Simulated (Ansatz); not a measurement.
# CH₁₁GeNSi₂: a ladder of functionals and wavefunction methods

An exercise on one series of results from a longer session: the logs are not shown, and one member is left open.

Program: Ansatz 0.2.0, Gaussian basis. Level of theory: functionals in def2-TZVPP, the program's frozen cores in correlated methods. These are calculated values, not measurements.

Levels to be run: LDA (SPW92), PBE-D4, revPBE-D4, BLYP-D4, r2SCAN-D4, B97M-V, PBE0-D4, B3LYP-D4, r2SCANh-D4, r2SCAN0-D4, HSE06-D4, BHLYP-D4, CAM-B3LYP-D4, LC-ωPBE, ωB97X-V, ωB97M-V, B2PLYP, PBE-QIDH; CCSD(T)/def2-SVP; MP2/def2-TZVPP; MP2/def2-QZVPP; RPA on PBE.

## Structure used throughout

All runs share one geometry, relaxed beforehand with PBE0-D4 in a triple-zeta def2 set.

SMILES `C[SiH2][N]([SiH3])[GeH3]`, 16 atoms, charge 0, spin multiplicity 1.

Atoms are counted from 1 here; the program's logs count them from 0.

Bond lengths: C1–Si2 1.865 Å, C1–H6 1.093 Å, C1–H7 1.093 Å, C1–H8 1.093 Å, Si2–N3 1.733 Å, Si2–H9 1.491 Å, Si2–H10 1.491 Å, N3–Si4 1.727 Å, N3–Ge5 1.851 Å, Si4–H11 1.489 Å, Si4–H12 1.488 Å, Si4–H13 1.490 Å, Ge5–H14 1.538 Å, Ge5–H15 1.538 Å, Ge5–H16 1.538 Å. Angles: Si2–C1–H6 111.1°, Si2–C1–H7 110.6°, Si2–C1–H8 110.8°, H6–C1–H7 107.8°, H6–C1–H8 108.2°, H7–C1–H8 108.3°, C1–Si2–N3 112.6°, C1–Si2–H9 110.0°, C1–Si2–H10 108.9°, N3–Si2–H9 106.4°, N3–Si2–H10 110.2°, H9–Si2–H10 108.6°, Si2–N3–Si4 120.7°, Si2–N3–Ge5 119.9°, Si4–N3–Ge5 119.4°, N3–Si4–H11 112.5°, N3–Si4–H12 111.4°, N3–Si4–H13 107.9° and more.

Set-up of the first run:

in.yaml reads:

```yaml
crystal:
  periodic: [false, false, false]
  atoms:
    - {symbol: C, position_ang: [-1.759955, 0.700175, -1.425693]}
    - {symbol: Si, position_ang: [-0.471923, -0.601844, -1.075806]}
    - {symbol: N, position_ang: [0.492256, -0.229612, 0.314940]}
    - {symbol: Si, position_ang: [2.169197, 0.148390, 0.150935]}
    - {symbol: Ge, position_ang: [-0.267796, -0.272190, 2.002031]}
    - {symbol: H, position_ang: [-2.457747, 0.797069, -0.589725]}
    - {symbol: H, position_ang: [-2.339106, 0.438305, -2.315404]}
    - {symbol: H, position_ang: [-1.292606, 1.673208, -1.594231]}
    - {symbol: H, position_ang: [0.471395, -0.709558, -2.225777]}
    - {symbol: H, position_ang: [-1.150892, -1.916385, -0.894292]}
    - {symbol: H, position_ang: [2.978619, -1.024614, -0.279284]}
    - {symbol: H, position_ang: [2.386005, 1.236628, -0.841109]}
    - {symbol: H, position_ang: [2.667289, 0.601269, 1.479818]}
    - {symbol: H, position_ang: [0.507314, -1.256621, 2.893676]}
    - {symbol: H, position_ang: [-1.721282, -0.739987, 1.817765]}
    - {symbol: H, position_ang: [-0.233670, 1.133266, 2.626256]}
basis:
  gaussian: {orbitals: def2-TZVPP}
hamiltonian: {xc: lda}
output: {orbitals: {seedname: orbitals}}
```

Command:

```sh
$ ansatz run in.yaml --threads 4 --pin off --events-out ev --progress --plain --max-ram 11315MiB
```

Among the steps run: LDA; PBE-D4 (GGA); revPBE-D4 (GGA); BLYP-D4 (GGA); r2SCAN-D4 (meta-GGA); B97M-V (meta-GGA); B3LYP-D4 (hybrid); r2SCANh-D4 (hybrid); r2SCAN0-D4 (hybrid); HSE06-D4 (hybrid); BHLYP-D4 (hybrid); CAM-B3LYP-D4 (range-separated); LC-ωPBE (range-separated); ωB97X-V (range-separated); ωB97M-V (range-separated); B2PLYP (double hybrid); PBE-QIDH (double hybrid).

One of the session's tables, all rows but one given; the rest of the session is left out.

It belongs to the step «Frontier levels by functional». 

```
  functional  HOMO (eV)  gap (eV)
 LDA (SPW92)      -6.12      4.86
      PBE-D4      -6.04      5.07
   revPBE-D4      -6.01      5.16
     BLYP-D4          ?         ?
   r2SCAN-D4      -6.33      5.66
      B97M-V      -6.52      5.67
     PBE0-D4      -7.32      7.20
    B3LYP-D4      -7.11      6.82
  r2SCANh-D4      -6.80      6.43
  r2SCAN0-D4      -7.52      7.57
    HSE06-D4      -6.93      6.43
    BHLYP-D4      -8.53      9.34
CAM-B3LYP-D4      -8.65      9.58
     LC-ωPBE      -9.99     12.05
     ωB97X-V      -9.67     11.57
     ωB97M-V      -9.57     11.18
```

Q: Estimate the row for BLYP-D4 from the others.

Worked estimate for «HOMO (eV)». Against the share of exact exchange, B3LYP-D4 (0.2, -7.11), BHLYP-D4 (0.5, -8.53) give a slope of -4.73 per unit share; at 0 the line stands at -6.16.

The run gave: HOMO (eV): -5.92; gap (eV): 5.13. In «HOMO (eV)» the line misses by -0.24.
